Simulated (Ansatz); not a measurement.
# C₃H₇B₂Cl: up Jacob's ladder to CCSD(T)

An exercise on one series of results from a longer session: the logs are not shown, and one member is left open.

Method: functionals in def2-TZVPP, the program's frozen cores in correlated methods; program: Ansatz 0.2.0, Gaussian basis.

Plan: PBE-D4, r2SCAN-D4, PBE0-D4, B3LYP-D4, ωB97X-V, ωB97M-V, B2PLYP; CCSD(T)/def2-TZVPP; MP2/def2-QZVPP; extrapolation to the limit.

## The geometry

An earlier PBE0-D4 in a triple-zeta def2 set relaxation fixed the geometry.

SMILES `B/C(C)=C(/B)Cl`, 13 atoms, charge 0, spin multiplicity 1.

Atoms are counted from 1 here; the program's logs count them from 0.

Bond lengths: B1–C2 1.565 Å, B1–H7 1.198 Å, B1–H8 1.198 Å, C2–C3 1.480 Å, C2–C4 1.349 Å, C3–H9 1.090 Å, C3–H10 1.095 Å, C3–H11 1.095 Å, C4–B5 1.506 Å, C4–Cl6 1.816 Å, B5–H12 1.192 Å, B5–H13 1.195 Å. Angles: C2–B1–H7 119.0°, C2–B1–H8 119.0°, H7–B1–H8 118.9°, B1–C2–C3 128.4°, B1–C2–C4 105.9°, C3–C2–C4 125.6°, C2–C3–H9 112.9°, C2–C3–H10 109.7°, C2–C3–H11 109.7°, H9–C3–H10 109.1°, H9–C3–H11 109.1°, H10–C3–H11 106.2°, C2–C4–B5 135.4°, C2–C4–Cl6 103.8°, B5–C4–Cl6 120.8°, C4–B5–H12 121.6°, C4–B5–H13 117.8°, H12–B5–H13 120.7°.

The first run:

The input, in.yaml:

```yaml
crystal:
  periodic: [false, false, false]
  atoms:
    - {symbol: B, position_ang: [-1.425957, -1.217626, -0.148058]}
    - {symbol: C, position_ang: [-0.080825, -0.421814, -0.063231]}
    - {symbol: C, position_ang: [1.301489, -0.935224, -0.188340]}
    - {symbol: C, position_ang: [-0.424443, 0.864837, 0.152804]}
    - {symbol: B, position_ang: [0.324121, 2.158181, 0.335738]}
    - {symbol: Cl, position_ang: [-2.239075, 0.826977, 0.203942]}
    - {symbol: H, position_ang: [-1.800450, -1.829975, 0.810743]}
    - {symbol: H, position_ang: [-1.864070, -1.504694, -1.225183]}
    - {symbol: H, position_ang: [2.054232, -0.153501, -0.089365]}
    - {symbol: H, position_ang: [1.424326, -1.430639, -1.156584]}
    - {symbol: H, position_ang: [1.479548, -1.702375, 0.571823]}
    - {symbol: H, position_ang: [-0.246485, 3.189017, 0.518663]}
    - {symbol: H, position_ang: [1.517986, 2.121934, 0.291848]}
basis:
  gaussian: {orbitals: def2-TZVPP}
hamiltonian: {xc: pbe, dispersion: d4}
output: {forces: true, orbitals: {seedname: orbitals}}
```

Launch:

```sh
ansatz run in.yaml --threads 4 --pin off --events-out ev --progress --plain --max-ram 10444MiB
```

Steps of the session up to this table: PBE-D4 (GGA); r2SCAN-D4 (meta-GGA); PBE0-D4 (hybrid); B3LYP-D4 (hybrid); ωB97X-V (range-separated); ωB97M-V (range-separated); B2PLYP (double hybrid); CCSD(T) in def2-TZVPP; MP2 in def2-QZVPP.

One table of the session follows, with a row left open; its other results are not shown here.

It belongs to the step «Atomisation energies». 

```
            method  atomisation energy (kcal/mol)
            PBE-D4                         1225.5
         r2SCAN-D4                              ?
           PBE0-D4                         1207.7
          B3LYP-D4                         1196.7
           ωB97X-V                         1193.0
           ωB97M-V                         1198.1
            B2PLYP                         1182.3
     HF/def2-TZVPP                          904.6
    MP2/def2-TZVPP                         1182.4
   CCSD/def2-TZVPP                         1140.5
CCSD(T)/def2-TZVPP                         1159.1
           MP2/CBS                         1208.1
       CCSD(T)/CBS                         1184.8
```

Estimate the missing values for r2SCAN-D4.

As computed: atomisation energy (kcal/mol): 1204.5. In the column «atomisation energy (kcal/mol)» it lies between ωB97M-V (1198.1) and PBE0-D4 (1207.7).
